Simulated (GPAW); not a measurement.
# NiMoIrPdW in GPAW: convergence with plane-wave cutoff (eV)

The system is NiMoIrPdW.

```
Ni Mo Pd Ir W
1.0
     2.76078    0.00000    0.00000
    -1.38039    2.39090    0.00000
     0.00000    0.00000   11.34051
Ni Mo Pd Ir W
1 1 1 1 1
Cartesian
  0.0000 0.0000 8.0423
  1.3804 0.7970 3.3369
  1.3804 0.7970 10.1952
  0.0000 0.0000 1.2025
  1.3804 0.7970 6.0015
```

The cell was built by a generator and needn't be a form met in nature.

```yaml
Program: GPAW 26.7.0
Task: convergence study
Functional: PBE
Potentials_or_basis: GPAW PAW data sets (gpaw-data 1.2.1)
Cutoff: 400 eV
Basis: pw
k_mesh: 8 × 8 × 2
Occupations: fermi-dirac, width 0.05 eV
Spin: collinear spin, ferromagnetic start
Starting_moments: "[1.0, 1.0, 0.0, 0.6, 0.0] μB"
```

These are the settings of the first run; the series varies plane-wave cutoff (eV), with any setting tied to it.

Hardware: 8 MPI ranks on AMD EPYC 9R45 96-Core Processor (Zen 5), on a shared host.

Task: The values tried are 400, 500, 600, 700, 800, 1000, 1200, loosest first. From which on does the largest force stay within 0.005 eV/Å of the tightest run that finished?

Result: From 500 on.

```
plane-wave cutoff (eV)  energy less the tightest run, at zero smearing (meV/atom)  pressure (GPa)  largest force (eV/Å)  SCF cycles  CPU time (s)
                   400                                                      33.10           -1.83                 0.288          30           110
                   500                                                       4.93           -0.36                 0.283          28           130
                   600                                                       0.92           -0.11                 0.285          30           170
                   700                                                       0.24           -0.07                 0.285          30           240
                   800                                                       0.10           -0.07                 0.282          28           250
                  1000                                                       0.04           -0.07                 0.282          28           350
                  1200                                                       0.00           -0.07                 0.282          28           480
```

Against the tightest run, the energy stays within 1 meV/atom from 600 on; the pressure stays within 0.1 GPa from 600 on. The tightest run that finished is the yardstick and may itself not be fully converged.

Caveat, for the tightest run too: the stock nickel data set gives pressures a few GPa off other programs. The run has no spin-orbit coupling, so splittings on Ir, W are missing.
